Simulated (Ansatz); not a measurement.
# Ti, space group Im-3m: a convergence test of the k-point mesh

With the Ansatz DFT code, driven from Python.

Typed at the interpreter:
```pycon
>>> import warnings
>>> import ansatz as az
>>> from ase import Atoms
>>> import pandas as pd
>>> FUNCTIONAL = "pbesol"
>>> FILLING = "fermi_dirac"
>>> SIGMA = 0.1
>>> warnings.simplefilter("ignore", az.DeckWarning)
>>> atoms = Atoms(
...     ["Ti"],
...     scaled_positions=[
...         [0.0, 0.0, 0.0],
...     ],
...     cell=[
...         [-1.641, 1.641, 1.641],
...         [1.641, -1.641, 1.641],
...         [1.641, 1.641, -1.641],
...     ],
...     pbc=True,
... )
>>> xtal = az.Crystal.from_ase(atoms)
>>> job = (
...     xtal.calculation()
...     .functional(FUNCTIONAL)
...     .pseudopotentials("paw")
...     .occupations(FILLING, width=SIGMA)
...     .stress()
... )
>>> rows = []
>>> for value in [(3, 3, 3), (4, 4, 4), (6, 6, 6), (8, 8, 8), (10, 10, 10), (12, 12, 12)]:
...     data = job.kpoints(*value).run(threads=1).report
...     rows.append((value, data["free_energy_ev"] / len(data["lattice"]["sites"]), data["n_iterations"], sum(data["stress_gpa"][i][i] for i in range(3)) / 3, data["n_kpoints"]))
...
>>> table = pd.DataFrame(rows, columns=["mesh", "F/atom (eV)", "iterations", "P (GPa)", "k-points"])
>>> table.round(5)
           mesh  F/atom (eV)  iterations  P (GPa)  k-points
0     (3, 3, 3)  -2473.83620           6 -6.99528         4
1     (4, 4, 4)  -2473.87143           6 -6.07705         8
2     (6, 6, 6)  -2473.79095           6 -5.99861        16
3     (8, 8, 8)  -2473.80760           6 -6.46597        29
4  (10, 10, 10)  -2473.80624           6 -6.27286        47
5  (12, 12, 12)  -2473.80601           6 -6.37376        72
>>> for row in rows[:-1]:
...     shift = 1000 * (row[1] - rows[-1][1])
...     print(f"{row[0]}: {shift:+.2f} meV/atom" + ("  (within 5 meV)" if abs(shift) < 5 else ""))
...
(3, 3, 3): -30.19 meV/atom
(4, 4, 4): -65.42 meV/atom
(6, 6, 6): +15.05 meV/atom
(8, 8, 8): -1.60 meV/atom  (within 5 meV)
(10, 10, 10): -0.24 meV/atom  (within 5 meV)
```

From 8×8×8 on it stays within 5 meV an atom of the value at 12×12×12; the first row (3×3×3) is off by 30.2 meV and the last but one by 0.24 meV. This holds for F at a smearing of 0.1 eV; a narrower one needs a denser mesh. It goes up and down, since the sum over k-points isn't variational. The pressure moves from -7.00 to -6.37 GPa.

Notes:
- Spin is left out of this run.
- Pressure is positive in compression.
- At these settings the cell as given stands under about -6 GPa, so it isn't at this functional's equilibrium volume.
- This isn't the structure that Ti takes at ambient conditions.
- Shifts are counted from the finest mesh, which is itself no proven limit.
- Processor time in the engine: 3.5 s on 1 thread of Intel(R) Xeon(R) Processor @ 2.70GHz, with other jobs on the host, peak memory 0.41 GiB.
